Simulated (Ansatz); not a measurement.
# BFH₄OSi: small, medium and large basis sets

One table from this session's results is given with a row withheld; the runs are named, their logs left out.

The runs use Ansatz 0.2.0, Gaussian basis; one geometry, several basis sets.

Levels to be run: PBE0-D4/def2-SVP; ωB97M-V/def2-SVP; PBE0-D4/def2-QZVPP; ωB97M-V/def2-QZVPP; the functionals' def2-TZVPP values are taken from earlier runs.

## The relaxed structure

The geometry comes from an earlier relaxation with PBE0-D4 in a triple-zeta def2 set; it is a stationary point, not always the lowest conformer.

8 atoms, charge 0, spin multiplicity 1.

Atoms are counted from 1 here; the program's logs count them from 0.

Bond lengths: O1–B2 1.349 Å, O1–H5 0.959 Å, B2–F3 1.329 Å, B2–Si4 2.039 Å, Si4–H6 1.487 Å, Si4–H7 1.491 Å, Si4–H8 1.487 Å. Angles: B2–O1–H5 113.8°, O1–B2–F3 115.6°, O1–B2–Si4 125.2°, F3–B2–Si4 119.1°, B2–Si4–H6 110.6°, B2–Si4–H7 110.3°, B2–Si4–H8 110.6°, H6–Si4–H7 108.4°, H6–Si4–H8 108.5°, H7–Si4–H8 108.4°.

Set-up of the first run:

in.yaml

```yaml
crystal:
  periodic: [false, false, false]
  atoms:
    - {symbol: O, position_ang: [1.705540, 0.480643, -0.907234]}
    - {symbol: B, position_ang: [1.015481, -0.227826, 0.010881]}
    - {symbol: F, position_ang: [1.735490, -1.061748, 0.753541]}
    - {symbol: Si, position_ang: [-0.995556, -0.105722, 0.321306]}
    - {symbol: H, position_ang: [1.160436, 1.073843, -1.428286]}
    - {symbol: H, position_ang: [-1.284062, 0.325363, 1.715240]}
    - {symbol: H, position_ang: [-1.604492, 0.884255, -0.612547]}
    - {symbol: H, position_ang: [-1.640738, -1.426009, 0.091399]}
basis:
  gaussian: {orbitals: def2-SVP}
hamiltonian: {xc: pbe0, dispersion: d4}
output: {orbitals: {seedname: orbitals}}
```

Command:

```sh
$ ansatz run in.yaml --threads 2 --pin off --events-out ev --progress --plain --max-ram 4352MiB
```

Among the steps run: PBE0-D4 in def2-SVP; ωB97M-V in def2-SVP; PBE0-D4 in def2-QZVPP; ωB97M-V in def2-QZVPP.

One table of the session follows, with a row left open; its other results are not shown here.

It belongs to the step «Functionals by basis». 

| functional | basis | HOMO (eV) |
| --- | --- | --- |
| PBE0-D4 | def2-SVP | -8.52 |
| PBE0-D4 | def2-TZVPP | ? |
| PBE0-D4 | def2-QZVPP | -8.61 |
| ωB97M-V | def2-SVP | -10.68 |
| ωB97M-V | def2-TZVPP | -10.78 |
| ωB97M-V | def2-QZVPP | -10.80 |

Estimate the missing values for PBE0-D4, def2-TZVPP.

**Answer.** HOMO (eV): -8.59. In the column «HOMO (eV)» it lies between PBE0-D4, def2-QZVPP (-8.61) and PBE0-D4, def2-SVP (-8.52).
